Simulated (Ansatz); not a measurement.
# C₂H₃AuFN: up Jacob's ladder to CCSD(T)

An exercise on one series of results from a longer session: the logs are not shown, and one member is left open.

Method: functionals in def2-TZVPP, the program's frozen cores in correlated methods; program: Ansatz 0.2.0, Gaussian basis.

Plan: LDA (SPW92), PBE-D4, revPBE-D4, BLYP-D4, r2SCAN-D4, B97M-V, PBE0-D4, B3LYP-D4, r2SCANh-D4, r2SCAN0-D4, HSE06-D4, BHLYP-D4, CAM-B3LYP-D4, LC-ωPBE, ωB97X-V, ωB97M-V, B2PLYP, PBE-QIDH; CCSD(T)/def2-SVP; CCSD(T)/def2-TZVPP; MP2/def2-QZVPP; extrapolation to the limit; RPA on PBE.

**The geometry**

An earlier PBE0-D4 in a triple-zeta def2 set relaxation fixed the geometry. Au takes the def2 core potential; no spin-orbit term is included.

SMILES `CC#[N+][Au-][F]`, 8 atoms, charge 0, spin multiplicity 1.

Atoms are counted from 1 here; the program's logs count them from 0.

Bond lengths: C1–C2 1.443 Å, C1–H6 1.091 Å, C1–H7 1.091 Å, C1–H8 1.091 Å, C2–N3 1.145 Å, N3–Au4 1.927 Å, Au4–F5 1.920 Å. Angles: C2–C1–H6 109.8°, C2–C1–H7 109.8°, C2–C1–H8 109.8°, H6–C1–H7 109.1°, H6–C1–H8 109.1°, H7–C1–H8 109.1°, C1–C2–N3 180.0°, C2–N3–Au4 180.0°, N3–Au4–F5 180.0°.

Coordinates:

```
atom    x (Å)    y (Å)    z (Å)
  C1  -1.3315   0.0771  -1.1074
  C2  -0.2233   0.0131  -0.1858
  N3   0.6562  -0.0377   0.5457
 Au4   2.1360  -0.1236   1.7765
  F5   3.6108  -0.2093   3.0034
  H6  -1.4516   1.0987  -1.4721
  H7  -1.1471  -0.5852  -1.9551
  H8  -2.2495  -0.2330  -0.6052
```

Set-up of the first run:

in.yaml

```yaml
crystal:
  periodic: [false, false, false]
  atoms:
    - {symbol: C, position_ang: [-1.331475, 0.077056, -1.107445]}
    - {symbol: C, position_ang: [-0.223258, 0.013069, -0.185752]}
    - {symbol: N, position_ang: [0.656210, -0.037732, 0.545691]}
    - {symbol: Au, position_ang: [2.135964, -0.123552, 1.776548]}
    - {symbol: F, position_ang: [3.610808, -0.209272, 3.003386]}
    - {symbol: H, position_ang: [-1.451615, 1.098661, -1.472123]}
    - {symbol: H, position_ang: [-1.147142, -0.585227, -1.955091]}
    - {symbol: H, position_ang: [-2.249482, -0.233004, -0.605224]}
basis:
  gaussian: {orbitals: def2-TZVPP}
hamiltonian: {xc: lda}
output: {orbitals: {seedname: orbitals}}
```

The run is started by

```
> ansatz run in.yaml --threads 4 --pin off --events-out ev --progress --plain --max-ram 10444MiB
```

Steps of the session up to this table: LDA; PBE-D4 (GGA); revPBE-D4 (GGA); BLYP-D4 (GGA); r2SCAN-D4 (meta-GGA); B97M-V (meta-GGA); B3LYP-D4 (hybrid); r2SCANh-D4 (hybrid); r2SCAN0-D4 (hybrid); HSE06-D4 (hybrid); BHLYP-D4 (hybrid); CAM-B3LYP-D4 (range-separated); LC-ωPBE (range-separated); ωB97X-V (range-separated); ωB97M-V (range-separated); B2PLYP (double hybrid); PBE-QIDH (double hybrid).

One of the session's tables, all rows but one given; the rest of the session is left out.

It belongs to the step «Frontier levels by functional». 

```
  functional  HOMO (eV)  gap (eV)
 LDA (SPW92)      -6.37      4.43
      PBE-D4      -6.11      4.41
   revPBE-D4      -6.02      4.41
     BLYP-D4      -6.00      4.41
   r2SCAN-D4      -6.34      4.86
      B97M-V      -6.28      4.88
     PBE0-D4      -7.41      6.64
    B3LYP-D4      -7.25      6.23
  r2SCANh-D4      -6.90      5.76
  r2SCAN0-D4      -7.60      6.97
    HSE06-D4      -7.01      5.87
    BHLYP-D4      -8.42      8.67
CAM-B3LYP-D4          ?         ?
     LC-ωPBE      -9.92     11.38
     ωB97X-V      -9.65     11.02
     ωB97M-V      -9.62     10.84
```

Estimate the missing values for CAM-B3LYP-D4.

**Answer.** HOMO (eV): -8.75; gap (eV): 9.04. In the column «HOMO (eV)» it lies between ωB97M-V (-9.62) and BHLYP-D4 (-8.42).
